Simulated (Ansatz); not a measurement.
# Si: the cost of one run

Method: DFT r2SCAN, scalar-relativistic, plane waves, PAW, in Ansatz 0.2.0.

1 further run of the same task is left out (set aside as unsound or not needed).

### Step 1. The starting structure

The structure is hexagonal, space group P6_3/mmc (No. 194). Conventional cell: a = 2.639 Å, b = 2.639 Å, c = 4.553 Å, α = 90.00°, β = 90.00°, γ = 120.00°. Si (site symmetry -6m2) has 12 Si at 2.64 to 2.74 Å as nearest neighbours.

Coordinates:

```
CELL_PARAMETERS angstrom
2.63919 0.00000 0.00000
-1.31960 2.28561 0.00000
0.00000 0.00000 4.55316
ATOMIC_POSITIONS crystal
Si 0.33333 0.66667 0.25000
Si 0.66667 0.33333 0.75000
```

It goes back to an entry of the Materials Project, which need not be the stable form.

It is the result of an earlier relaxation at this level (volume 13.73 Å³/atom; gap on the mesh: none (metal)).

### Step 2. Volume × 0.97

Input file input.yaml:

```yaml
crystal:
  lattice:
    - [2.6125345858, 0.0, 0.0]
    - [-1.3062672929, 2.2625213195, 0.0]
    - [0.0, 0.0, 4.5071626487]
  atoms:
    - { symbol: Si, position: [0.3333333333, 0.6666666667, 0.25] }
    - { symbol: Si, position: [0.6666666667, 0.3333333333, 0.75] }
basis:
  ecutwfc: 500
kpoints:
  mp_grid: { grid: [18, 18, 10] }
hamiltonian:
  xc: r2scan
scf:
  occupations: { method: gaussian, width: 0.1 }
output:
  forces: true
  stress: true
  eigenvalues: true
  write_density: true
  write_potential: true
  elf: true
  volumetric_format: npy
relax:
  adjacent_minimum: "off"
  f_tol: 0.01
  max_steps: 30
  cell: { stress_tol: 0.1, fix: [volume] }
```

Started as:

```bash
$ ansatz run input.yaml --threads 1 --pin off --max-ram 2560MiB --backend cpu --events-out ev --progress --plain --runs-dir out
```

**Question.** How long does this run take on 1 thread of Intel Xeon at 2.70GHz, shared host, and how much memory does it need?

About 18 s, with a peak of 0.45 GiB.
